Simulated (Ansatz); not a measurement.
# Cu+ with HO−: structure and interaction energy

The task here is to estimate one member of a computed series from the others.

The runs use Ansatz 0.2.0, Gaussian basis; PBE0-D4 structure, single points in def2-TZVPPD.

Levels: PBE-D4, revPBE-D4, BLYP-D4, r2SCAN-D4, B97M-V, PBE0-D4, B3LYP-D4, HSE06-D4, wB97X-V, wB97M-V, B2PLYP, Hartree-Fock, MP2, CCSD, CCSD(T). The reference is CCSD(T) extrapolated to the basis limit. For elements past Ar these valence bases correlate outer-core shells poorly and lack relativity, so that limit is rough.

Correlated methods freeze the cores. The 3s and 3p shells of Cu and Zn are frozen; filled d shells are correlated. B3LYP uses VWN-RPA correlation. B2PLYP carries no dispersion term here.

163 further runs of the same task are left out: 163 set aside as unsound or not needed.

**The system as given**

The pair, from a GFN2-xTB docking trial: 3 atoms, charge 0, spin multiplicity 1.

Atoms are counted from 1 here; the program's logs count them from 0.

Bond lengths: Cu1–O2 1.741 Å, O2–H3 0.956 Å. Angles: Cu1–O2–H3 113.5°.

As a file:

| atom | x (Å) | y (Å) | z (Å) |
| --- | --- | --- | --- |
| Cu1 | 0.0570 | 0.0488 | -1.3179 |
| O2 | 0.2761 | 0.2361 | 0.3989 |
| H3 | -0.3331 | -0.2849 | 0.9191 |

Atoms 1 to 1 are fragment A (Cu+), the rest fragment B (HO−).

Set-up of the first run:

Contents of pre/in.yaml:

```yaml
crystal:
  periodic: [false, false, false]
  atoms:
    - {symbol: Cu, position_ang: [0.057000, 0.048800, -1.317900]}
    - {symbol: O, position_ang: [0.276100, 0.236100, 0.398900]}
    - {symbol: H, position_ang: [-0.333100, -0.284900, 0.919100]}
basis:
  gaussian: {orbitals: def2-SVP}
hamiltonian: {xc: pbe, dispersion: d4}
relax: {f_tol: 0.03, max_steps: 250}
```

Command:

```console
> ansatz run in.yaml --threads 2 --pin off --events-out ev --progress --plain --max-ram 5222MiB
```

Among the steps run: A first relaxation in a small basis; Relaxation at PBE0-D4; wB97X-V/def2-TZVPPD; wB97M-V/def2-TZVPPD; B2PLYP/def2-TZVPPD; B97M-V/def2-TZVPPD; CCSD(T)/def2-TZVPPD; Hartree-Fock/STO-3G; SPW92/def2-SVP; wB97M-V/def2-SVP; CCSD(T)/def2-SVP; Vibrations of the pair.

One of the session's tables, all rows but one given; the rest of the session is left out.

```
      method  interaction (kJ/mol)
      PBE-D4               -917.90
   revPBE-D4               -895.86
     BLYP-D4               -910.47
   r2SCAN-D4               -921.93
      B97M-V               -916.16
     PBE0-D4               -878.84
    B3LYP-D4               -882.94
    HSE06-D4               -878.38
     wB97X-V               -864.56
     wB97M-V               -862.04
      B2PLYP               -867.18
Hartree-Fock                     ?
         MP2               -842.96
        CCSD               -821.88
     CCSD(T)               -832.66
 CCSD(T)/CBS               -857.83
```

Estimate the missing values for Hartree-Fock.

As computed: interaction (kJ/mol): -761.50. In the column «interaction (kJ/mol)» it is the highest.

Among the levels timed on like hardware, those that no quicker one beats, quickest first: revPBE-D4 (2.2 s, -38.03 kJ/mol); PBE0-D4 (2.6 s, -21.01 kJ/mol); HSE06-D4 (3 s, -20.55 kJ/mol); B2PLYP (5.5 s, -9.35 kJ/mol); wB97X-V (8.1 s, -6.72 kJ/mol); wB97M-V (9.3 s, -4.21 kJ/mol).

wB97M-V reaches 4.21 kJ/mol from the reference in 9.3 s; the quickest level in the cost chart, revPBE-D4, takes 2.2 s and misses by 38.03 kJ/mol.

Limits of these values: A lower arrangement may exist. The T1 diagnostic is large here, over the usual mark for main-group molecules (transition-metal compounds often pass it harmlessly), so CCSD(T) itself may be off.
